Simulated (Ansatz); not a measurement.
# ZnInGaO4: properties at the relaxed cell

This session takes ZnInGaO4 and sets out to relax it again with other functionals.

Method: DFT PBE, scalar-relativistic, plane waves, PAW, unless a step's input says otherwise, in Ansatz 0.2.0.

1 further run of the same task is left out (set aside as unsound or not needed).

## Step 1: The structure to begin with

The structure is trigonal, space group R3m (No. 160). Conventional cell: a = 3.356 Å, b = 3.356 Å, c = 26.111 Å, α = 90.00°, β = 90.00°, γ = 120.00°. Zn (site symmetry 3m) is surrounded by 4 O at 2.00 to 2.02 Å. Around In (site symmetry 3m) lie 6 O at 2.22 Å. Ga (site symmetry 3m) is surrounded by 5 O at 1.94 to 2.00 Å. O (site symmetry 3m) has 1 Zn at 2.00 Å and 3 In at 2.22 Å as nearest neighbours. O (site symmetry 3m) is surrounded by 1 Ga at 1.98 Å and 3 In at 2.22 Å. O (site symmetry 3m) is surrounded by 3 Ga at 1.94 Å. O (site symmetry 3m) has 1 Ga at 2.00 Å and 3 Zn at 2.02 Å as nearest neighbours.

Coordinates:

```
Zn In Ga O
1.0
     1.67809    0.96885    8.70368
    -1.67809    0.96885    8.70368
     0.00000   -1.93770    8.70368
Zn In Ga O
1 1 1 4
Direct
  0.21881 0.21881 0.21881
  0.00308 0.00308 0.00308
  0.78705 0.78705 0.78705
  0.29527 0.29527 0.29527
  0.71123 0.71123 0.71123
  0.12104 0.12104 0.12104
  0.86353 0.86353 0.86353
```

It goes back to an entry of the Materials Project, which need not be the stable form.

This cell was relaxed beforehand with the same method: volume 12.13 Å³/atom, gap on the mesh 1.11 eV.

## Step 2: Relaxing with PBEsol

The input, input.yaml:

```yaml
crystal:
  lattice:
    - [1.678093618, 0.9688478021, 8.7036815636]
    - [-1.678093618, 0.9688478021, 8.7036815636]
    - [0.0, -1.9376956042, 8.7036815636]
  atoms:
    - { symbol: Zn, position: [0.2188056505, 0.2188056505, 0.2188056505] }
    - { symbol: In, position: [0.0030769923, 0.0030769923, 0.0030769923] }
    - { symbol: Ga, position: [0.7870520961, 0.7870520961, 0.7870520961] }
    - { symbol: O, position: [0.2952716291, 0.2952716291, 0.2952716291] }
    - { symbol: O, position: [0.7112322406, 0.7112322406, 0.7112322406] }
    - { symbol: O, position: [0.121035354, 0.121035354, 0.121035354] }
    - { symbol: O, position: [0.8635270374, 0.8635270374, 0.8635270374] }
basis:
  ecutwfc: 420
kpoints:
  mp_grid: { grid: [9, 9, 9] }
hamiltonian:
  xc: pbesol
scf:
  occupations: { method: gaussian, width: 0.02 }
output:
  forces: true
  stress: true
  eigenvalues: true
relax:
  adjacent_minimum: "off"
  f_tol: 0.005
  max_steps: 50
  cell: { stress_tol: 0.05 }
```

On the command line:

```bash
$ ansatz run input.yaml --threads 2 --pin off --max-ram 5120MiB --backend cpu --events-out ev --progress --plain --runs-dir out
```

## Step 3: The cell under PBE+D3(BJ)

input.yaml: that of step 2 with these lines changed.

```diff
@@ -18,3 +18,4 @@
 hamiltonian:
-  xc: pbesol
+  xc: pbe
+  dispersion: d3bj
 scf:
```

## Step 4: The cell under LDA

input.yaml: that of step 3 with these lines changed.

```diff
@@ -18,4 +18,3 @@
 hamiltonian:
-  xc: pbe
-  dispersion: d3bj
+  xc: lda
 scf:
```

## Step 5: Relaxing with r2SCAN

input.yaml: that of step 4 with these lines changed.

```diff
@@ -14,3 +14,3 @@
 basis:
-  ecutwfc: 420
+  ecutwfc: 500
 kpoints:
@@ -18,3 +18,3 @@
 hamiltonian:
-  xc: lda
+  xc: r2scan
 scf:
```

(Steps that only read results are left out.)

What does the calculation give?

**Answer**, as computed:

The volumes rise in the order LDA, r2SCAN, PBEsol, PBE+D3(BJ), PBE, over 7.4 %.
